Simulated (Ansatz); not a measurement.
# ClH4N2STa: a ladder of functionals and wavefunction methods

An exercise on one series of results from a longer session: the logs are not shown, and one member is left open.

Method: functionals in def2-TZVPP, the program's frozen cores in correlated methods; program: Ansatz 0.2.0, Gaussian basis.

The runs, in order: LDA (SPW92), PBE-D4, revPBE-D4, BLYP-D4, r2SCAN-D4, B97M-V, PBE0-D4, B3LYP-D4, r2SCANh-D4, r2SCAN0-D4, HSE06-D4, BHLYP-D4, CAM-B3LYP-D4, LC-ωPBE, ωB97X-V, ωB97M-V, B2PLYP, PBE-QIDH; CCSD(T)/def2-SVP; CCSD(T)/def2-TZVPP; MP2/def2-QZVPP; extrapolation to the limit; RPA on PBE.

### The relaxed structure

An earlier PBE0-D4 in a triple-zeta def2 set relaxation fixed the geometry. Ta takes the def2 core potential; no spin-orbit term is included.

SMILES `[NH2][Ta]([NH2])(=[S])[Cl]`, 9 atoms, charge 0, spin multiplicity 1.

Atoms are counted from 1 here; the program's logs count them from 0.

Bond lengths: N1–Ta2 1.961 Å, N1–H6 1.011 Å, N1–H7 1.009 Å, Ta2–N3 1.961 Å, Ta2–S4 2.157 Å, Ta2–Cl5 2.315 Å, N3–H8 1.011 Å, N3–H9 1.009 Å. Angles: Ta2–N1–H6 124.6°, Ta2–N1–H7 125.0°, H6–N1–H7 110.4°, N1–Ta2–N3 111.1°, N1–Ta2–S4 107.7°, N1–Ta2–Cl5 108.7°, N3–Ta2–S4 107.7°, N3–Ta2–Cl5 108.7°, S4–Ta2–Cl5 112.9°, Ta2–N3–H8 124.6°, Ta2–N3–H9 125.0°, H8–N3–H9 110.4°.

Coordinates:

```xyz
9
ClH4N2STa
N    -0.9489   -0.5840   -1.2678
Ta    0.5750    0.0902   -0.2338
N     0.0752    0.4070    1.6360
S     2.1073   -1.4281   -0.2560
Cl    1.2752    2.0917   -1.1638
H    -1.8490   -0.1272   -1.3268
H    -0.9651   -1.4583   -1.7719
H    -0.6995    0.9852    1.9325
H     0.5184   -0.0227    2.4346
```

The first run:

The input, in.yaml:

```yaml
crystal:
  periodic: [false, false, false]
  atoms:
    - {symbol: N, position_ang: [-0.948913, -0.583977, -1.267818]}
    - {symbol: Ta, position_ang: [0.574983, 0.090227, -0.233764]}
    - {symbol: N, position_ang: [0.075225, 0.407016, 1.635982]}
    - {symbol: S, position_ang: [2.107344, -1.428131, -0.256049]}
    - {symbol: Cl, position_ang: [1.275170, 2.091734, -1.163759]}
    - {symbol: H, position_ang: [-1.849046, -0.127241, -1.326794]}
    - {symbol: H, position_ang: [-0.965143, -1.458274, -1.771935]}
    - {symbol: H, position_ang: [-0.699474, 0.985175, 1.932468]}
    - {symbol: H, position_ang: [0.518356, -0.022729, 2.434571]}
basis:
  gaussian: {orbitals: def2-TZVPP}
hamiltonian: {xc: lda}
output: {orbitals: {seedname: orbitals}}
```

Steps of the session up to this table: LDA; PBE-D4 (GGA); revPBE-D4 (GGA); BLYP-D4 (GGA); r2SCAN-D4 (meta-GGA); B97M-V (meta-GGA); PBE0-D4 (hybrid); B3LYP-D4 (hybrid); r2SCANh-D4 (hybrid); r2SCAN0-D4 (hybrid); HSE06-D4 (hybrid); BHLYP-D4 (hybrid); CAM-B3LYP-D4 (range-separated); LC-ωPBE-D4 (range-separated; the results give it without D4); ωB97X-V (range-separated); ωB97M-V (range-separated); B2PLYP (double hybrid); PBE-QIDH (double hybrid).

One of the session's tables, all rows but one given; the rest of the session is left out.

It belongs to the step «Orbital energies across the functionals». 

```
  functional  HOMO (eV)  LUMO (eV)  gap (eV)
 LDA (SPW92)      -6.50      -2.43      4.07
      PBE-D4      -6.34      -2.24      4.10
   revPBE-D4      -6.28      -2.17      4.11
     BLYP-D4      -6.15      -2.09      4.06
   r2SCAN-D4      -6.62      -2.13      4.50
      B97M-V      -6.63      -2.02      4.61
     PBE0-D4      -7.49      -1.46      6.03
    B3LYP-D4      -7.23      -1.64      5.60
  r2SCANh-D4      -7.04      -1.83      5.21
  r2SCAN0-D4      -7.68      -1.38      6.30
    HSE06-D4      -7.10      -1.84      5.26
    BHLYP-D4      -8.45      -0.48      7.97
CAM-B3LYP-D4      -8.72      -0.35      8.37
     LC-ωPBE          ?          ?         ?
     ωB97X-V      -9.74       0.66     10.39
     ωB97M-V      -9.59       0.62     10.20
```

Estimate the missing values for LC-ωPBE.

The run gave: HOMO (eV): -10.07; LUMO (eV): 0.71; gap (eV): 10.78. In the column «HOMO (eV)» it is the lowest.
